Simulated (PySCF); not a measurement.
**C2H6B2ClF: geometry, spin-spin couplings**

Aim: predict the spin-spin couplings of C2H6B2ClF (`CBCB(F)Cl`).

The runs use PySCF 2.14.0, with density-fitted response routines of our own; the level of theory stands in each step. All values are computed, except where a source is named. Atoms count from 0, in the outputs and in this text.

### 1 The molecule as given

12 atoms, charge 0, multiplicity 1; geometry from: GFN2-xTB. The atoms were then displaced at random by about 0.01 Å, so the start is not that level's minimum.

Bonds of the start (Å): C0–B1 1.54, B1–C2 1.57, C2–B3 1.61, B3–F4 1.31, B3–Cl5 1.71, C0–H6 1.10, C0–H7 1.08, C0–H8 1.10, B1–H9 1.18, C2–H10 1.11, C2–H11 1.09.

### 2 Optimising the geometry at PBE0-D3(BJ)/def2-SVP

What the job is given:

```
{"job": {"xc": "PBE0", "basis": "def2-SVP", "d3": "d3bj", "grid": 1, "shake": 0.01, "kind": "geom"}, "charge": 0, "multiplicity": 1}
C     -1.590380     0.067830    -0.629230
B     -0.652620    -0.398790     0.499120
C      0.672400     0.392160     0.811930
B      1.854890    -0.180630    -0.113620
F      2.542620    -1.229760     0.269650
Cl     2.159140     0.423680    -1.685120
H     -2.625480     0.185600    -0.274790
H     -1.635700    -0.654740    -1.426080
H     -1.330270     1.040150    -1.077420
H     -0.894440    -1.374590     1.107370
H      0.975270     0.241620     1.868110
H      0.564250     1.459210     0.641060
```

The run is started by

```bash
$ OMP_NUM_THREADS=1 python probes_run.py task.json out
```

The driver reads the jobs from task.json and runs them one after another.

The program printed:

```text
step   0  E = -688.95524251  max force = 0.030242
step   1  E = -688.95994427  max force = 0.009478
step   2  E = -688.96057004  max force = 0.004884
step   3  E = -688.96069789  max force = 0.002206
step   4  E = -688.96076201  max force = 0.002205
step   5  E = -688.96079787  max force = 0.000817
step   6  E = -688.96081125  max force = 0.002223
step   7  E = -688.96082796  max force = 0.002168
step   8  E = -688.96083905  max force = 0.000615
step   9  E = -688.96083540  max force = 0.000554
step  10  E = -688.96083737  max force = 0.000288
optimisation converged
```

Run time: 93 s. Hardware: 1 thread of Arm Neoverse N1, shared host; peak memory 0.51 GiB.

Relaxation path:

| step | energy from step 0 (eV) | largest force component (eV/Å) |
| --- | --- | --- |
| 0 | 0.0000 | 1.5551 |
| 1 | -0.1279 | 0.4874 |
| 2 | -0.1450 | 0.2511 |
| 3 | -0.1484 | 0.1134 |
| 4 | -0.1502 | 0.1134 |
| 5 | -0.1512 | 0.0420 |
| 6 | -0.1515 | 0.1143 |
| 7 | -0.1520 | 0.1115 |
| 8 | -0.1523 | 0.0316 |
| 9 | -0.1522 | 0.0285 |
| 10 | -0.1522 | 0.0148 |

Close pairs (by a distance rule), those that changed most:

| bond | before (Å) | after (Å) | change (Å) |
| --- | --- | --- | --- |
| C2–B3 | 1.607 | 1.555 | -0.052 |
| B3–Cl5 | 1.711 | 1.763 | +0.052 |
| B1–H9 | 1.175 | 1.214 | +0.039 |
| C0–H7 | 1.077 | 1.106 | +0.030 |
| C0–B1 | 1.540 | 1.560 | +0.020 |
| C2–H11 | 1.086 | 1.101 | +0.015 |
| C2–H10 | 1.109 | 1.100 | -0.009 |
| B3–F4 | 1.312 | 1.320 | +0.008 |

The final coordinates are the input of the step that follows.

| at the end point | value |
| --- | --- |
| point group (found at 0.08 Å tolerance) | C1 |
| rotational constants (GHz, main isotopes) | 3.519, 1.978, 1.445 |
| dipole moment (D) | 1.51 |

### 3 Indirect couplings: B3LYP/cc-pVTZ

What the job is given:

```
{"job": {"kind": "j", "xc": "B3LYP", "basis": "cc-pVTZ"}, "charge": 0, "multiplicity": 1}
C     -1.608930     0.183165    -0.470067
B     -0.585608    -0.317721     0.594843
C      0.830244     0.335842     0.797674
B      1.722167    -0.267052    -0.324307
F      2.451203    -1.346990    -0.112218
Cl     1.763885     0.392877    -1.958786
H     -2.597743     0.339832    -0.005380
H     -1.771872    -0.634544    -1.197220
H     -1.315918     1.085788    -1.024635
H     -0.867059    -1.295395     1.257373
H      1.266171     0.084051     1.775360
H      0.765254     1.423493     0.637571
```

Level: B3LYP/cc-pVTZ indirect spin-spin coupling, non-relativistic, gas phase.

The program printed:

```text
coarse grid: 10776 points
cycle   1  E = -689.7166278645  dE =  4.360e-01  |g| = 6.776e-01  |ddm| = 7.222e+00
cycle   2  E = -689.6477826065  dE =  6.885e-02  |g| = 9.564e-01  |ddm| = 2.354e+00
cycle   3  E = -689.8081721336  dE = -1.604e-01  |g| = 1.198e-01  |ddm| = 1.274e+00
cycle   4  E = -689.8106379473  dE = -2.466e-03  |g| = 3.154e-02  |ddm| = 1.990e-01
cycle   5  E = -689.8108168210  dE = -1.789e-04  |g| = 7.237e-03  |ddm| = 5.020e-02
cycle   6  E = -689.8108306231  dE = -1.380e-05  |g| = 1.260e-03  |ddm| = 1.349e-02
cycle   7  E = -689.8108309666  dE = -3.435e-07  |g| = 2.845e-04  |ddm| = 2.688e-03
final grid: 100416 points
cycle   8  E = -689.8130511233  dE = -9.350e-05  |g| = 6.679e-03  |ddm| = 8.535e-02
cycle   9  E = -689.8130463205  dE =  4.803e-06  |g| = 7.908e-03  |ddm| = 2.471e-02
cycle  10  E = -689.8130610153  dE = -1.469e-05  |g| = 4.376e-04  |ddm| = 1.364e-02
cycle  11  E = -689.8130610446  dE = -2.923e-08  |g| = 2.995e-04  |ddm| = 1.134e-03
cycle  12  E = -689.8130610658  dE = -2.124e-08  |g| = 4.132e-05  |ddm| = 4.516e-04
cycle  13  E = -689.8130610661  dE = -3.394e-10  |g| = 1.790e-05  |ddm| = 8.564e-05
converged SCF energy = -689.8130610661

Indirect spin-spin couplings (Hz)
  i      j    bonds     total        FC       PSO       DSO        SD
  0 C    1 B    1     50.181    52.047    -2.300     0.163     0.272
  0 C    2 C    2      2.350     2.675    -0.331     0.006         -
  0 C    3 B    3     -0.327    -0.376    -0.013     0.047     0.015
  0 C    4 F    4      0.396     0.325     0.114    -0.134     0.092
  0 C    6 H    1    107.128   104.616     2.004     0.509         -
  0 C    7 H    1    102.737   100.124     2.068     0.545         -
  0 C    8 H    1    120.586   118.354     1.680     0.551         -
  0 C    9 H    2      6.169     6.551    -0.214    -0.168         -
  0 C   10 H    3      5.689     5.822     0.190    -0.323         -
  0 C   11 H    3      3.218     3.294    -0.142     0.066         -
  1 B    2 C    1     33.714    36.116    -2.709     0.213     0.093
  1 B    3 B    2     -1.211    -2.044     0.366     0.146     0.321
  1 B    4 F    3      2.843     0.206     1.221    -0.053     1.470
  1 B    6 H    2     -4.289    -4.131    -0.046    -0.271     0.159
  1 B    7 H    2     -3.675    -3.711     0.013    -0.197     0.220
  1 B    8 H    2     -5.404    -4.884    -0.246    -0.325     0.051
  1 B    9 H    1    137.738   138.010    -1.498     0.659     0.567
  1 B   10 H    2     -6.748    -6.108    -0.444    -0.221     0.025
  1 B   11 H    2     -6.955    -6.495    -0.367    -0.158     0.065
  2 C    3 B    1     55.797    57.553    -2.171     0.344     0.071
  2 C    4 F    2     15.765    24.898    -9.257    -0.064     0.188
  2 C    6 H    3      2.964     3.057     0.141    -0.235         -
  2 C    7 H    3      0.703     0.772     0.127    -0.196         -
  2 C    8 H    3      4.113     4.176    -0.160     0.097         -
  2 C    9 H    2      5.870     6.297    -0.356    -0.071         -
  2 C   10 H    1    119.694   117.172     1.741     0.780         -
  2 C   11 H    1    115.158   112.499     1.839     0.821         -
  3 B    4 F    1   -215.124  -159.852   -54.931     0.869    -1.209
  3 B    6 H    4      1.485     1.498     0.220    -0.227    -0.005
  3 B    7 H    4      2.783     2.716    -0.085     0.146     0.005
  3 B    9 H    3      0.017    -0.128     0.102     0.049    -0.007
  3 B   10 H    2     -7.941    -7.784    -0.323     0.109     0.057
  3 B   11 H    2     -9.927    -9.834    -0.406     0.206     0.107
  4 F    6 H    5     -0.458    -0.249     0.687    -0.888    -0.008
  4 F    7 H    5      0.679     0.591     0.276    -0.273     0.086
  4 F    8 H    5     -0.154     0.411     0.205    -0.729    -0.042
  4 F    9 H    4      1.027     0.843     0.120    -0.044     0.109
  4 F   10 H    3      2.983     6.039    -2.714     0.101    -0.443
  4 F   11 H    3     13.411    16.138    -1.025    -1.559    -0.144
  6 H    7 H    2    -18.458   -18.629     2.515    -2.345         -
  6 H    8 H    2     -9.095    -9.163     2.795    -2.727         -
  6 H    9 H    3      1.656     1.691     0.414    -0.448         -
  6 H   10 H    4      2.170     2.354     0.929    -1.113         -
  7 H    8 H    2    -11.033   -11.177     2.641    -2.498         -
  7 H    9 H    3      0.648     0.656     0.418    -0.427         -
  7 H   10 H    4     -1.433    -1.205     1.146    -1.374         -
  7 H   11 H    4      2.692     2.818     0.973    -1.098         -
  8 H    9 H    3     10.463    10.950     1.577    -2.065         -
  8 H   10 H    4     -0.341    -0.158     1.092    -1.275         -
  9 H   10 H    3      7.069     7.035    -0.067     0.100         -
  9 H   11 H    3      4.459     4.877     1.383    -1.800         -
 10 H   11 H    2     -0.385    -0.609     2.663    -2.439         -
```

It took 91 s on 1 thread of Arm Neoverse N1, shared host; peak memory 1 GiB.

This basis has no tight s functions, so the Fermi-contact terms are rough.

Couplings of 1 Hz or more, nine at most for each number of bonds, with means over like pairs (isotopes 11B, 13C, 19F, 1H):

| pair | bonds | J (Hz) | Fermi contact (Hz) | dihedral (°) |
| --- | --- | --- | --- | --- |
| B3–F4 | 1 | -215.1 | -159.9 | – |
| B1–H9 | 1 | 137.7 | 138.0 | – |
| C2–H10 | 1 | 117.4 | 114.8 | – |
| C0–H6 | 1 | 110.2 | 107.7 | – |
| C2–B3 | 1 | 55.8 | 57.6 | – |
| C0–B1 | 1 | 50.2 | 52.0 | – |
| B1–C2 | 1 | 33.7 | 36.1 | – |
| C2–F4 | 2 | 15.8 | 24.9 | – |
| H6–H7 | 2 | -12.9 | -13.0 | – |
| B3–H10 | 2 | -8.9 | -8.8 | – |
| B1–H10 | 2 | -6.9 | -6.3 | – |
| C0–H9 | 2 | 6.2 | 6.6 | – |
| C2–H9 | 2 | 5.9 | 6.3 | – |
| B1–H6 | 2 | -4.5 | -4.2 | – |
| C0–C2 | 2 | 2.4 | 2.7 | – |
| B1–B3 | 2 | -1.2 | -2.0 | – |
| F4–H10 | 3 | 8.2 | 11.1 | – |
| H9–H10 | 3 | 5.8 | 6.0 | – |
| C0–H10 | 3 | 4.5 | 4.6 | – |
| H6–H9 | 3 | 4.3 | 4.4 | – |
| B1–F4 | 3 | 2.8 | 0.2 | -93 |
| C2–H6 | 3 | 2.6 | 2.7 | – |
| B3–H6 | 4 | 1.4 | 1.4 | – |
| F4–H9 | 4 | 1.0 | 0.8 | – |

The spin-dipole term was solved for some atoms only; pairs without it lack that part.

The response was solved for the nuclei of B, C, F, H alone, so couplings that need other nuclei can be missing.

Quadrupole couplings from the field gradients of the same density:

| atom | isotope | eQq/h (MHz) | η |
| --- | --- | --- | --- |
| Cl5 | 35Cl | -36.5 | 0.57 |
| B1 | 11B | 5.635 | 0.11 |
| B3 | 11B | 3.442 | 0.62 |

### 4 J couplings: B3LYP/6-31G*

Settings changed since step 3:

```diff
@@ -1,2 +1,2 @@
-{"job": {"kind": "j", "xc": "B3LYP", "basis": "cc-pVTZ"}, "charge": 0, "multiplicity": 1}
+{"job": {"kind": "j", "xc": "B3LYP", "basis": "6-31G*"}, "charge": 0, "multiplicity": 1}
 C     -1.608930     0.183165    -0.470067
```

Method: B3LYP/6-31G* indirect spin-spin coupling, non-relativistic, gas phase.

The program printed:

```text
coarse grid: 10776 points
cycle   1  E = -689.6199335361  dE =  4.494e-01  |g| = 6.690e-01  |ddm| = 3.075e+00
cycle   2  E = -689.5586365263  dE =  6.130e-02  |g| = 9.081e-01  |ddm| = 1.245e+00
cycle   3  E = -689.7145816170  dE = -1.559e-01  |g| = 1.165e-01  |ddm| = 7.214e-01
cycle   4  E = -689.7172846710  dE = -2.703e-03  |g| = 2.104e-02  |ddm| = 1.114e-01
cycle   5  E = -689.7173769859  dE = -9.231e-05  |g| = 5.744e-03  |ddm| = 2.419e-02
cycle   6  E = -689.7173867564  dE = -9.771e-06  |g| = 7.898e-04  |ddm| = 8.540e-03
final grid: 100416 points
cycle   7  E = -689.6748503904  dE = -2.013e-05  |g| = 6.442e-03  |ddm| = 1.718e-02
cycle   8  E = -689.6748456134  dE =  4.777e-06  |g| = 7.731e-03  |ddm| = 1.297e-02
cycle   9  E = -689.6748614396  dE = -1.583e-05  |g| = 3.381e-04  |ddm| = 7.205e-03
cycle  10  E = -689.6748614647  dE = -2.505e-08  |g| = 1.389e-04  |ddm| = 4.653e-04
cycle  11  E = -689.6748614682  dE = -3.564e-09  |g| = 4.252e-05  |ddm| = 1.220e-04
cycle  12  E = -689.6748614686  dE = -3.165e-10  |g| = 9.418e-06  |ddm| = 4.729e-05
converged SCF energy = -689.6748614686

Indirect spin-spin couplings (Hz)
  i      j    bonds     total        FC       PSO       DSO        SD
  0 C    1 B    1     67.036    68.474    -1.867     0.161     0.268
  0 C    2 C    2      2.798     3.046    -0.253     0.005         -
  0 C    3 B    3     -0.277    -0.338     0.004     0.046     0.010
  0 C    4 F    4      0.187     0.168     0.071    -0.129     0.077
  0 C    6 H    1    131.610   129.562     1.470     0.577         -
  0 C    7 H    1    128.660   126.513     1.535     0.612         -
  0 C    8 H    1    143.858   142.045     1.193     0.620         -
  0 C    9 H    2      6.855     7.199    -0.181    -0.162         -
  0 C   10 H    3      5.157     5.321     0.158    -0.321         -
  0 C   11 H    3      2.770     2.804    -0.100     0.066         -
  1 B    2 C    1     46.587    48.525    -2.250     0.213     0.099
  1 B    3 B    2     -3.056    -3.772     0.307     0.145     0.264
  1 B    4 F    3      5.139     2.685     1.149    -0.041     1.347
  1 B    6 H    2     -2.647    -2.392    -0.117    -0.259     0.120
  1 B    7 H    2     -1.097    -1.028    -0.050    -0.186     0.167
  1 B    8 H    2     -4.635    -4.044    -0.324    -0.315     0.048
  1 B    9 H    1    143.370   143.882    -1.658     0.729     0.416
  1 B   10 H    2     -6.566    -5.902    -0.474    -0.208     0.018
  1 B   11 H    2     -5.516    -5.024    -0.392    -0.146     0.046
  2 C    3 B    1     68.251    69.666    -1.842     0.343     0.085
  2 C    4 F    2     14.517    22.775    -8.400    -0.046     0.189
  2 C    6 H    3      2.769     2.904     0.097    -0.232         -
  2 C    7 H    3      0.799     0.892     0.100    -0.193         -
  2 C    8 H    3      3.592     3.633    -0.139     0.098         -
  2 C    9 H    2      6.654     7.046    -0.327    -0.065         -
  2 C   10 H    1    145.519   143.381     1.286     0.852         -
  2 C   11 H    1    144.025   141.748     1.385     0.891         -
  3 B    4 F    1    -65.142   -18.026   -46.444     1.000    -1.671
  3 B    6 H    4      0.731     0.793     0.167    -0.224    -0.005
  3 B    7 H    4      2.397     2.308    -0.065     0.149     0.005
  3 B    9 H    3      0.219     0.075     0.099     0.051    -0.006
  3 B   10 H    2     -7.201    -7.049    -0.301     0.116     0.033
  3 B   11 H    2     -8.351    -8.279    -0.375     0.218     0.085
  4 F    6 H    5     -0.829    -0.369     0.409    -0.867    -0.002
  4 F    7 H    5      0.745     0.805     0.105    -0.251     0.086
  4 F    8 H    5     -0.445     0.394    -0.101    -0.701    -0.037
  4 F    9 H    4      0.530     0.415     0.033    -0.021     0.101
  4 F   10 H    3      4.647     7.688    -2.831     0.154    -0.365
  4 F   11 H    3     12.326    15.495    -1.575    -1.494    -0.100
  6 H    7 H    2    -22.135   -21.340     1.428    -2.223         -
  6 H    8 H    2    -13.130   -12.100     1.576    -2.606         -
  6 H    9 H    3      1.498     1.775     0.138    -0.415         -
  6 H   10 H    4      1.886     2.348     0.633    -1.095         -
  6 H   11 H    4     -0.181     0.070     0.344    -0.595         -
  7 H    8 H    2    -14.991   -14.087     1.474    -2.378         -
  7 H    9 H    3      0.447     0.703     0.136    -0.392         -
  7 H   10 H    4     -1.714    -1.165     0.805    -1.354         -
  7 H   11 H    4      2.267     2.685     0.658    -1.076         -
  8 H    9 H    3     10.334    11.331     1.030    -2.027         -
  8 H   10 H    4     -0.641    -0.158     0.771    -1.254         -
  8 H   11 H    4      0.212    -0.317    -0.830     1.359         -
  9 H   10 H    3      6.766     6.835    -0.197     0.128         -
  9 H   11 H    3      4.271     5.113     0.920    -1.761         -
 10 H   11 H    2     -4.170    -3.420     1.567    -2.317         -
```

It took 22 s on 1 thread of Arm Neoverse N1, shared host; peak memory 0.61 GiB.

The basis is not made for couplings: without tight functions at the nuclei these values are rough.

This run: J(C2,H10) 144.8 Hz, J(B1,H9) 143.4 Hz, J(C0,H6) 134.7 Hz (means over like pairs).

### 5 Side by side: spin-spin couplings

Couplings (Hz), each a mean over the pairs like the one named, with basis size and wall time:

| run | B3–F4 | B1–H9 | C2–H10 | C0–H6 | C2–B3 | C0–B1 | B1–C2 | functions | time |
| --- | --- | --- | --- | --- | --- | --- | --- | --- | --- |
| B3LYP/cc-pVTZ | -215.1 | 137.7 | 117.4 | 110.2 | 55.8 | 50.2 | 33.7 | 268 | 91 s |
| B3LYP/6-31G* | -65.1 | 143.4 | 144.8 | 134.7 | 68.3 | 67.0 | 46.6 | 100 | 22 s |

### 6 What came out

| quantity | value |
| --- | --- |
| point group | C1 |
| rotational constants (main isotopes) | 3.52, 1.98, 1.45 GHz |
| largest coupling of the table (B3LYP/cc-pVTZ) | ¹J(B,F) B3–F4, -215.1 Hz |
| range of J(B3,F4), mean over like pairs | -215.1 to -65.1 Hz |

In words: Over 10 steps the energy fell by 0.152 eV; of the close pairs, C2–B3 changed most, 1.607 to 1.555 Å. In the run at B3LYP/cc-pVTZ, the largest coupling of the table is B3–F4, -215.1 Hz, of which the Fermi-contact term gives -159.9 Hz. Couplings across rotatable bonds belong to this one conformer; where others are populated, the observed values are averages. The coupling B3–F4, as a mean over pairs of its kind, runs from -215.1 Hz (B3LYP/cc-pVTZ) to -65.1 Hz (B3LYP/6-31G*). Couplings from bases without tight functions are rough.
